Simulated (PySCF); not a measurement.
# PbI: from the state search to spectroscopic constants

An exercise on one series of results from a longer session: the logs are not shown, and one member is left open.

The runs use PySCF 2.14.0; Pb def2-TZVPP with ECP60, I def2-TZVPP with ECP28, scalar-relativistic core potentials.

Set-up of the first run:

The job is set up so:

```yaml
atoms: Pb, I
charge: 0
basis: Pb def2-TZVPP with ECP60, I def2-TZVPP with ECP28
Hamiltonian: scalar-relativistic core potentials
basis_functions: 100
electrons_treated: 47
masses_in_u: 207.9766, 126.9045
levels: PBE0, PBE, r²SCAN, BLYP, PW91, MN15, TPSS, ωB97X, HF, MP2, SCS-MP2, CCSD, CCSD(T)
grid: 80 radial by 434 angular points
occupations: held fixed by the projection of orbital angular momentum
dissociation_limit: Pb + I, each in its ground configuration
starting_distance_in_angstrom: 2.705
values_of_2S_to_try: 1, 3
```

The run is started by

```console
> OMP_NUM_THREADS=2 python dia.py task.json out
```

Among the steps run: Input; The PBE0 curve of the state that the search chose; Excited determinants; PBE (GGA); r²SCAN (meta-GGA); BLYP; PW91; MN15; TPSS (meta-GGA); ωB97X; UHF (mean field); MP2 and coupled cluster.

One of the session's tables, all rows but one given; the rest of the session is left out.

It belongs to the step «The curves together». Energy (eV) from each level's lowest point:

| R (Å) | UHF | UHF-MP2 | UHF-SCS-MP2 | UHF-CCSD | UHF-CCSD(T) |
| --- | --- | --- | --- | --- | --- |
| 2.410 | 1.212 | 0.951 | 1.037 | n/a | n/a |
| 2.522 | 0.575 | 0.398 | 0.457 | 0.467 | 0.466 |
| 2.634 | ? | ? | ? | ? | ? |
| 2.718 | 0.068 | 0.017 | 0.033 | 0.036 | 0.035 |
| 2.802 | 0.004 | 0.000 | 0.000 | 0.000 | 0.000 |
| 2.886 | 0.000 | 0.039 | 0.025 | 0.022 | 0.023 |
| 2.998 | 0.062 | 0.153 | 0.121 | 0.116 | 0.117 |
| 3.138 | 0.213 | 0.360 | 0.309 | 0.301 | 0.301 |
| 3.306 | 0.454 | 0.658 | 0.590 | 0.575 | 0.576 |
| 3.530 | 0.815 | 1.089 | 1.005 | n/a | n/a |

**Question.** Estimate the row for R (Å) = 2.634.

Worked estimate for «UHF». A straight line through the neighbours (2.522, 0.575) and (2.718, 0.068) gives 0.575 + (0.068 − 0.575) × (2.634 − 2.522) / (2.718 − 2.522) = 0.285; a parabola fitted to 4 rows on both sides gives 0.199.

**Answer.** UHF: 0.213; UHF-MP2: 0.110; UHF-SCS-MP2: 0.143; UHF-CCSD: 0.149; UHF-CCSD(T): 0.148. In «UHF» the line misses by +0.072 and the parabola by -0.014.
